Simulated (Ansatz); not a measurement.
# HfO+ (quartet): from Hartree-Fock to the top rungs, def2-QZVPP

An exercise on one series of results from a longer session: the logs are not shown, and one member is left open.

Computed with Ansatz 0.2.0, Gaussian basis. Level: def2-QZVPP, core rule «outside noble gas», up to 5 orbitals frozen.

The runs, in order: UHF; ROHF; CCSD(T) on UHF.

## The system

The geometry is a PBE0/def2-TZVP stationary point (not a proven minimum). No spin-orbit coupling is included. Elements past krypton take def2 core potentials.

2 atoms, charge 1, spin multiplicity 4.

Atoms are counted from 1 here; the program's logs count them from 0.

Bond lengths: Hf1–O2 1.914 Å.

Set-up of the first run:

in.yaml

```yaml
crystal:
  periodic: [false, false, false]
  atoms:
    - {symbol: Hf, position_ang: [0.000000, 0.000000, 0.000000]}
    - {symbol: O, position_ang: [0.000000, 0.000000, 1.914000]}
basis:
  gaussian: {orbitals: "def2-QZVPP.json"}
total_charge: 1
magnetization: {spin_polarized: true, initial_magnetization: 3}
hamiltonian: {xc: hf}
output: {orbitals: {seedname: orbitals}}
```

The run is started by

```console
$ ansatz run in.yaml --threads 1 --pin off --events-out ev --progress --plain --max-ram 2816MiB --backend cpu
```

Steps of the session up to this table: UHF; ROHF; CCSD(T) on UHF.

One of the session's tables, all rows but one given; the rest of the session is left out.

```
  method  from UCCSD(T) (meV)
    ROHF              +7390.1
     UHF              +7186.3
    UMP2                    ?
   UCCSD               +295.3
UCCSD(T)                    0
```

**Question.** Estimate the row for UMP2.

As computed: from UCCSD(T) (meV): +557.0. In the column «from UCCSD(T) (meV)» it lies between UCCSD (+295.3) and UHF (+7186.3).
